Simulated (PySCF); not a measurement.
# WOBr: structure of the quartet

The task is one start of a wider search on WOBr: the quartet, from a bent start. It is relaxed, tested by its Hessian and followed downhill if it is a saddle.

Method: PBE0, basis W def2-TZVP with ECP60, O def2-TZVP, Br def2-TZVP, scalar-relativistic core potentials, no spin–orbit coupling, density fitting; program: PySCF 2.14.0.

### 1 Where the work starts

3 atoms, charge 0, spin multiplicity 4.

Bond lengths: W1–O2 1.770 Å, W1–Br3 2.510 Å. Angles: O2–W1–Br3 110.0°.

Z-matrix (Å, degrees; charge 0 multiplicity 4):
```
W
O  1 1.7700
Br 1 2.5100 2 110.00
```

### 2 Finding the electronic state

The steps below are one call of a driver around PySCF. For each, scf.py gives the equivalent set-up of the SCF; relaxations use the driver's own optimiser. After this first run the driver tries any further starts and a stability analysis.

Input file scf.py:

```python
from pyscf import gto, scf, dft
mol = gto.M(atom='''
W      0.000000     0.000000     0.000000
O     -1.449900     0.000000     1.015200
Br     2.056100     0.000000     1.439700''',
    basis={'W': 'def2-TZVP', 'O': 'def2-TZVP', 'Br': 'def2-TZVP'},
    ecp={'W': 'def2-TZVP'},
    charge=0, spin=3)
mf = dft.UKS(mol, xc='PBE0')
mf.grids.atom_grid = (50, 194)
aux = {'W': 'def2-universal-JKFIT', 'O': 'def2-universal-JKFIT', 'Br': 'def2-universal-JKFIT'}
mf = mf.density_fit(auxbasis=aux)
mf.conv_tol = 1e-08
mf.diis_space = 10
mf.max_cycle = 60
mf.init_guess = 'minao'
mf.verbose = 4
mf.kernel()
```

Run with:

```console
$ OMP_NUM_THREADS=4 python axn.py task.json out
```

Output:

```text
init E= -2695.86856325631
[... the frontier-level lines of each cycle are left out ...]
cycle= 1 E= -2715.75194907041  delta_E= -19.9  |g|= 0.937  |ddm|= 5.26
cycle= 2 E= -2708.52196909848  delta_E= 7.23  |g|= 3.37  |ddm|= 2.53
cycle= 3 E= -2716.11019552787  delta_E= -7.59  |g|= 0.208  |ddm|=  2.2
cycle= 4 E= -2716.1237577301  delta_E= -0.0136  |g|= 0.137  |ddm|= 0.329
cycle= 5 E= -2716.13157073413  delta_E= -0.00781  |g|= 0.055  |ddm|= 0.157
cycle= 6 E= -2716.13327710209  delta_E= -0.00171  |g|= 0.0163  |ddm|= 0.058
cycle= 7 E= -2716.13344595649  delta_E= -0.000169  |g|= 0.00914  |ddm|= 0.0158
cycle= 8 E= -2716.13356951908  delta_E= -0.000124  |g|= 0.00404  |ddm|= 0.0167
cycle= 9 E= -2716.13361941216  delta_E= -4.99e-05  |g|= 0.00179  |ddm|= 0.0143
cycle= 10 E= -2716.13362577102  delta_E= -6.36e-06  |g|= 0.000702  |ddm|= 0.00441
cycle= 11 E= -2716.133627065  delta_E= -1.29e-06  |g|= 0.000162  |ddm|= 0.00255
cycle= 12 E= -2716.13362714695  delta_E= -8.2e-08  |g|= 7.7e-05  |ddm|= 0.000722
cycle= 13 E= -2716.13362715581  delta_E= -8.86e-09  |g|= 2.4e-05  |ddm|= 0.00021
Extra cycle  E= -2716.13362715722  delta_E= -1.4e-09  |g|= 2.41e-05  |ddm|= 8.97e-05
converged SCF energy = -2716.13362715722  <S^2> = 3.7974834  2S+1 = 4.0236717
```

This step, with its further starts and checks, ran for 17 s (4 threads of Arm Neoverse V2, shared host).

The starts that the driver tried:

| start | energy (Eh) |
| --- | --- |
| the minimal-basis guess | -2716.133627 |
| a thermally smeared density | -2716.133627 |
| a smeared PBE density | -2716.133627 |

The test of internal stability and the other starts found no lower solution of this spin.

### 3 Relaxation: bent start, quartet

The program finds Cs symmetry in the start, which this walk keeps.

Changes to scf.py since step 2:

```diff
@@ -3,3 +3,3 @@
-W      0.000000     0.000000     0.000000
-O     -1.449900     0.000000     1.015200
-Br     2.056100     0.000000     1.439700''',
+W     -0.498712     0.000000    -0.465663
+O     -1.948612     0.000000     0.549537
+Br     1.557388     0.000000     0.974037''',
@@ -16 +15,0 @@
-mf.init_guess = 'minao'
```

Steps of the walk:

| step | energy (Eh) | change (kJ/mol) | largest symmetric gradient (Eh/bohr) |
| --- | --- | --- | --- |
| 0 | -2716.133627 | 0.00 | 0.08279 |
| 1 | -2716.149173 | -40.82 | 0.02869 |
| 2 | -2716.153298 | -51.64 | 0.01337 |
| 3 | -2716.154849 | -55.72 | 0.02339 |
| 4 | -2716.155581 | -57.64 | 0.01032 |
| 5 | -2716.155823 | -58.28 | 0.00130 |
| 6 | -2716.155840 | -58.32 | 0.00085 |
| 7 | -2716.155840 | -58.32 | 0.00032 |
| 8 | -2716.155840 | -58.32 | 0.00002 |

The walk took 28 s.

End point (Cs, 8 steps, 58.3 kJ/mol gained): W–Br 2.454 Å, W–O 1.688 Å; Br–W–O 142.0°.

### 4 Vibrations and properties at this point

The point is checked on the finer grid, and tightened if its gradient asks for it. The Hessian and the dipole derivatives come from central differences of analytic gradients, with steps of 0.02 bohr.

Changes to scf.py since step 3:

```diff
@@ -3,3 +3,3 @@
-W     -0.498712     0.000000    -0.465663
-O     -1.948612     0.000000     0.549537
-Br     1.557388     0.000000     0.974037''',
+W     -0.544375     0.000000    -0.300649
+O     -2.175219     0.000000     0.133724
+Br     1.708961     0.000000     0.669569''',
@@ -10 +10 @@
-mf.grids.atom_grid = (50, 194)
+mf.grids.atom_grid = (75, 302)
@@ -13 +13 @@
-mf.conv_tol = 1e-08
+mf.conv_tol = 1e-10
```

The driver hands on the density of the step before, so the log starts near convergence.

Log of the central SCF (cycles and frontier levels):

```text
init E= -2716.15575058668
[... the frontier-level lines of each cycle are left out ...]
cycle= 1 E= -2716.15575058668  delta_E= -1.36e-12  |g|= 1.15e-06  |ddm|= 2.88e-06
Extra cycle  E= -2716.15575058668  delta_E= -9.09e-13  |g|= 2.35e-06  |ddm|= 2.37e-06
converged SCF energy = -2716.15575058668  <S^2> = 3.7803156  2S+1 = 4.0151292
```

The whole step took 69 s.

Geometry: Cs; W–Br 2.453 Å, W–O 1.688 Å; Br–W–O 141.8°.

Harmonic modes (main isotopes):

```tsv
symmetry	ω (cm⁻¹)	IR (km/mol)	type
a'	109	3.2	bend
a'	257	28.4	stretch
a'	1034	185	stretch
```

Every mode is real; the point is a minimum.

Constants and moments:

* Dipole moment: 1.47 D
* Highest occupied level: -6.92 eV
* Lowest empty level: -3.10 eV
* Rotational constants: 1.232, 0.04222, 0.04082 cm⁻¹
* Zero-point energy: 8.4 kJ/mol
* Principal polarisabilities: 52.0, 54.8, 83.9 bohr³
* Atomisation energy without zero-point energy: 1090 kJ/mol
* Principal traceless quadrupole moments about the centre of mass: -8.66, 3.71, 4.95 D Å
* Entropy at 298.15 K and 1 bar (electronic part: spin only): 321.1 J/(mol K)
* Heat capacity Cp at 298.15 K: 50.1 J/(mol K)
* Enthalpy at 298.15 K above 0 K: 13.14 kJ/mol
* Rotational symmetry number: 1
* Spin squared ⟨S²⟩: 3.780

Charges (e) and bond orders:

```tsv
atom	Mulliken	Löwdin	polar tensor	spin (Mulliken)	Mayer order to W1
W1	0.82	0.28	1.19	3.21	–
O2	-0.45	-0.27	-0.72	-0.18	2.22
Br3	-0.37	-0.01	-0.48	-0.03	1.04
```

Mulliken populations on W1 (outside its core potential): s 2.81, p 6.28, d 4.02, f 0.07.

### 5 Summary of results

```
                                          quantity                                     value
                                           minimum                               quartet, Cs
                                          geometry  W–Br 2.453 Å, W–O 1.688 Å; Br–W–O 141.8°
                                wavenumbers (cm⁻¹)             109 (a'), 257 (a'), 1034 (a')
                                     dipole moment                                    1.47 D
highest occupied, lowest empty level (either spin)                           -6.92, -3.10 eV
                         polar-tensor charge of W1                                   +1.19 e
                                 zero-point energy                                8.4 kJ/mol
                               entropy at 298.15 K                           321.1 J/(mol K)
         atomisation energy (no zero-point energy)                               1090 kJ/mol
                                              ⟨S²⟩                                     3.780
```

**Reading.** The bent start keeps its Cs symmetry and ends in a minimum. The strongest infrared band lies at 1034 cm⁻¹ (a', stretch). Most of the spin sits on W1 (Mulliken spin 3.21, against 3 for the whole molecule). Only this shape and spin were tried, so other structures or states may lie lower. One determinant may miss the lowest occupation of an open d or f shell. Spin–orbit coupling, left out here, can matter for elements this heavy.

The search up to here took 1.9 min.
